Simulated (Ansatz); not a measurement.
# GaH3: vertical ionisation energy

One table from this session's results is given with a row withheld; the runs are named, their logs left out.

Method: unrestricted cation, the program's frozen cores in correlated methods; program: Ansatz 0.2.0, Gaussian basis.

Levels to be run: UKS PBE-D4/def2-TZVPP; UKS r2SCAN-D4/def2-TZVPP; UKS PBE0-D4/def2-TZVPP; UKS B3LYP-D4/def2-TZVPP; UKS wB97X-V/def2-TZVPP; UKS wB97M-V/def2-TZVPP; UKS B2PLYP/def2-TZVPP; UHF-CCSD(T)/def2-TZVPP; UHF-CCSD(T)/def2-QZVPP; extrapolation to the limit; then −ε(HOMO) from the neutral's earlier runs with LDA (SPW92), PBE-D4, revPBE-D4, BLYP-D4, r2SCAN-D4, B97M-V, PBE0-D4, B3LYP-D4, r2SCANh-D4, r2SCAN0-D4, HSE06-D4, BHLYP-D4, CAM-B3LYP-D4, LC-ωPBE, ωB97X-V, ωB97M-V.

## The relaxed structure

An earlier PBE0-D4 in a triple-zeta def2 set relaxation fixed the geometry.

SMILES `[GaH3]`, 4 atoms, charge 0, spin multiplicity 1.

Atoms are counted from 1 here; the program's logs count them from 0.

Bond lengths: Ga1–H2 1.568 Å, Ga1–H3 1.568 Å, Ga1–H4 1.568 Å. Angles: H2–Ga1–H3 120.0°, H2–Ga1–H4 120.0°, H3–Ga1–H4 120.0°.

The first run:

Contents of in.yaml:

```yaml
crystal:
  periodic: [false, false, false]
  atoms:
    - {symbol: Ga, position_ang: [0.013420, -0.014896, -0.004562]}
    - {symbol: H, position_ang: [1.252397, 0.343754, 0.887688]}
    - {symbol: H, position_ang: [-0.552064, -1.477782, -0.009733]}
    - {symbol: H, position_ang: [-0.658355, 1.088723, -0.893695]}
basis:
  gaussian: {orbitals: def2-TZVPP}
total_charge: 1
magnetization: {spin_polarized: true, initial_magnetization: 1}
hamiltonian: {xc: pbe, dispersion: d4}
```

Steps of the session up to this table: Cation, UKS PBE-D4/def2-TZVPP; Cation, UKS r2SCAN-D4/def2-TZVPP; Cation, UKS PBE0-D4/def2-TZVPP; Cation, UKS B3LYP-D4/def2-TZVPP; Cation, UKS wB97X-V/def2-TZVPP; Cation, UKS wB97M-V/def2-TZVPP; Cation, UKS B2PLYP (frozen core)/def2-TZVPP; Cation, UHF-CCSD(T)/def2-TZVPP; Cation, UHF-CCSD(T)/def2-QZVPP.

One of the session's tables, all rows but one given; the rest of the session is left out.

For comparison, −ε(HOMO) of the neutral from earlier runs:

| functional | −ε(HOMO) (eV) |
| --- | --- |
| LDA (SPW92) | 7.40 |
| PBE-D4 | ? |
| revPBE-D4 | 7.32 |
| BLYP-D4 | 7.27 |
| r2SCAN-D4 | 7.68 |
| B97M-V | 7.76 |
| PBE0-D4 | 8.60 |
| B3LYP-D4 | 8.42 |
| r2SCANh-D4 | 8.13 |
| r2SCAN0-D4 | 8.81 |
| HSE06-D4 | 8.19 |
| BHLYP-D4 | 9.79 |
| CAM-B3LYP-D4 | 10.01 |
| LC-ωPBE | 11.40 |
| ωB97X-V | 11.03 |
| ωB97M-V | 10.83 |

Estimate the missing values for PBE-D4.

The run gave: −ε(HOMO) (eV): 7.35. In the column «−ε(HOMO) (eV)» it lies between revPBE-D4 (7.32) and LDA (SPW92) (7.40).

To keep in mind: The cation may have settled in a state other than its lowest; no search over hole states beyond the program's own was made.
